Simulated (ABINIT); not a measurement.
Runs of ABINIT 10.8.3 (patched build) on Ti3S2. It takes space group R32 (No. 155, trigonal). The conventional cell has a = 5.426 Å, b = 5.426 Å, c = 9.713 Å, α = 90.00°, β = 90.00°, γ = 120.00°. Ti (site symmetry 2) is surrounded by 4 S at 2.42 to 2.44 Å. Around S (site symmetry 3) lie 6 Ti at 2.42 to 2.44 Å. The cell comes from a database or a generator and needn't be the stable form of this composition.

```tsv
task	level	potentials or basis	cell	cutoff (eV)	fine-grid cutoff	gap on the mesh (eV)	pressure (GPa)	largest force (eV/Å)
single point	PBEsol	PseudoDojo NC SR PBEsol v0.4.1 standard	as given	1143	-	none	-4.5	0.04
band structure	LDA	JTH PAW LDA v2.0	as given	544	1088.46 eV	none	(a)	0.09
single point	PBEsol	PseudoDojo NC SR PBEsol v0.4.1 standard	atoms moved at random, drawn with an rms of 0.05 Å	1143	-	none	-4.1	1.31
band structure	PBEsol	PseudoDojo NC SR PBEsol v0.4.1 standard	as given	1143	-	none	-4.5	0.04
```

Alike in all rows: no spin polarisation; k mesh 6 × 6 × 6; smearing fermi-dirac 0.05 eV.

Estimate the missing entries.

(a) -7.5.

A gap of «none» marks a metal or a gap under the smearing width.
